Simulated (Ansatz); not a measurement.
Wanted: the native input for an Ansatz 0.2.0 run.

- Task: single point
- Functional: PBEsol
- Potentials or basis: all-electron LAPW, scalar-relativistic
- Cutoff: 255 eV (chosen from the basis error)
- Basis error allowed: 0.001 eV/atom
- k mesh: 10 × 10 × 3
- Occupations: fermi-dirac, width 0.05 eV
- Spin: no spin polarisation

The system is Nb3Pd.

```
CELL_PARAMETERS angstrom
1.72259 -2.21736 0.00000
1.72259 2.21736 0.00000
0.00000 0.00000 9.07671
ATOMIC_POSITIONS crystal
Pd 0.00000 0.00000 0.00000
Nb 0.50000 0.50000 0.23979
Nb 0.00000 0.00000 0.50000
Nb 0.50000 0.50000 0.76021
```

The cell comes from a database or a generator and needn't be the stable form of this composition.

The input as run:

input.yaml

```yaml
crystal:
  lattice:
    - [1.72259245, -2.21736247, 0.0]
    - [1.72259245, 2.21736247, 0.0]
    - [0.0, 0.0, 9.07671397]
  atoms:
    - { symbol: Pd, position: [0.0, 0.0, 0.0] }
    - { symbol: Nb, position: [0.5, 0.5, 0.2397943] }
    - { symbol: Nb, position: [0.0, 0.0, 0.5] }
    - { symbol: Nb, position: [0.5, 0.5, 0.7602057] }
kpoints:
  mp_grid: { grid: [10, 10, 3] }
scf:
  occupations: { method: fermi_dirac, width: 0.05 }
hamiltonian:
  xc: pbesol
  pseudopotentials: { kind: all_electron, lapw: { basis_error: 0.001 } }
output:
  forces: true
  stress: true
  eigenvalues: true
  populations: true
```

Potentials or basis: all-electron LAPW, scalar-relativistic.

Command:

```console
$ ansatz run input.yaml --threads 2 --pin off --max-ram 8192MiB --backend cpu --events-out ev --progress --plain --runs-dir out
```

It gave:

* Pressure: -6.9 GPa
* Largest force: 0.023 eV/Å
* Band gap on the k mesh: none (metal or under the smearing width)
* Loewdin charges: Pd +0.79; Nb -0.23, +0.02 e

Caveat: the atomic charges don't sum to the cell's charge.

Wall time 50 s on 2 threads of Arm Neoverse V2, with other jobs on the host, peak memory 0.8 GiB.
